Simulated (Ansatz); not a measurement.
# GaO+ (singlet): wave-function methods side by side at distance O1–Ga2 = 1.671 Å, cc-pVDZ

How much of the correlation energy of GaO+ (singlet) does each wave-function method recover here?

Program: Ansatz 0.2.0, Gaussian basis. Level of theory: cc-pVDZ, core rule «outside noble gas», up to 15 orbitals frozen. These are calculated values, not measurements.

The runs, in order: UHF; CCSD(T) on RHF; CCSD(T) on UHF; BCCD(T) on RHF; CISD; CCSDT(Q) on RHF; CCSDT(Q) on UHF; CCSDTQ on RHF; CCSDTQ on UHF; CASSCF and MRCISD+Q, 2 electrons in 2 orbitals; CASSCF and NEVPT2, 2 electrons in 2 orbitals; CASSCF and MRCISD+Q, 8 electrons in 8 orbitals; CASSCF and NEVPT2, 8 electrons in 8 orbitals; Full CI.

4 further runs of the same task are left out: 4 for a known fault of the program. Runs told in other sessions of the task aren't counted.

### 1 What is computed

The geometry derives from a PBE0/def2-TZVP stationary point (not a proven minimum). One bond is set to the value named and the two fragments are kept rigid. No spin-orbit coupling is included. The filled d shell of Ga may be among the frozen orbitals whatever the setting's name suggests.

2 atoms, charge 1, spin multiplicity 1.

Atoms are counted from 1 here; the program's logs count them from 0.

Bond lengths: O1–Ga2 1.671 Å.

### 2 UHF

in.yaml reads:

```yaml
crystal:
  periodic: [false, false, false]
  atoms:
    - {symbol: O, position_ang: [0.000000, 0.000000, 0.000000]}
    - {symbol: Ga, position_ang: [0.000000, 0.000000, 1.671000]}
basis:
  gaussian: {orbitals: cc-pVDZ}
total_charge: 1
magnetization: {spin_polarized: true, initial_magnetization: 0}
hamiltonian: {xc: hf}
output: {orbitals: {seedname: orbitals}}
```

Command:

```sh
$ ansatz run in.yaml --threads 1 --pin off --events-out ev --progress --plain --max-ram 2816MiB --backend cpu
```

The runs that follow: CCSD(T) on RHF; CCSD(T) on UHF; BCCD(T) on RHF; CISD; CCSDT(Q) on RHF; CCSDT(Q) on UHF; CCSDTQ on RHF; CCSDTQ on UHF; CASSCF and MRCISD+Q, 2 electrons in 2 orbitals; CASSCF and NEVPT2, 2 electrons in 2 orbitals; CASSCF and MRCISD+Q, 8 electrons in 8 orbitals; CASSCF and NEVPT2, 8 electrons in 8 orbitals; Full CI.

Q: Predict the results of all the runs planned. Wanted: FCI from the RHF energy; RMP2 from FCI; RCCSD from FCI; RCCSD(T) from FCI; RCCSDT(Q) from FCI; NEVPT2 valence from FCI; MRCISD+Q valence from FCI; T1 diagnostic; effectively unpaired electrons.

As calculated:

| quantity | value |
| --- | --- |
| FCI from the RHF energy | -7.3627 eV |
| RMP2 from FCI | +20.07 kcal/mol |
| RCCSD from FCI | +9.76 kcal/mol |
| RCCSD(T) from FCI | +1.48 kcal/mol |
| RCCSDT(Q) from FCI | -0.77 kcal/mol |
| NEVPT2 valence from FCI | +13.94 kcal/mol |
| MRCISD+Q valence from FCI | +1.84 kcal/mol |
| levels within 1 kcal/mol (43 meV) | RCCSDT(Q), RCCSDTQ |
| T1 diagnostic | 0.066 |
| effectively unpaired electrons | 0.34 |

In words: RCCSD(T) misses by +1.48 kcal/mol, 0.9 % of the correlation energy. RCCSDT(Q) falls below full CI, which methods that aren't variational can do. The occupations show static correlation (0.34 effectively unpaired electrons where one determinant has 0). Of the multireference levels listed MRCISD+Q valence comes nearest in total energy (+1.84 kcal/mol), which doesn't show that its space is the better one. These misses are within one basis, not against nature.
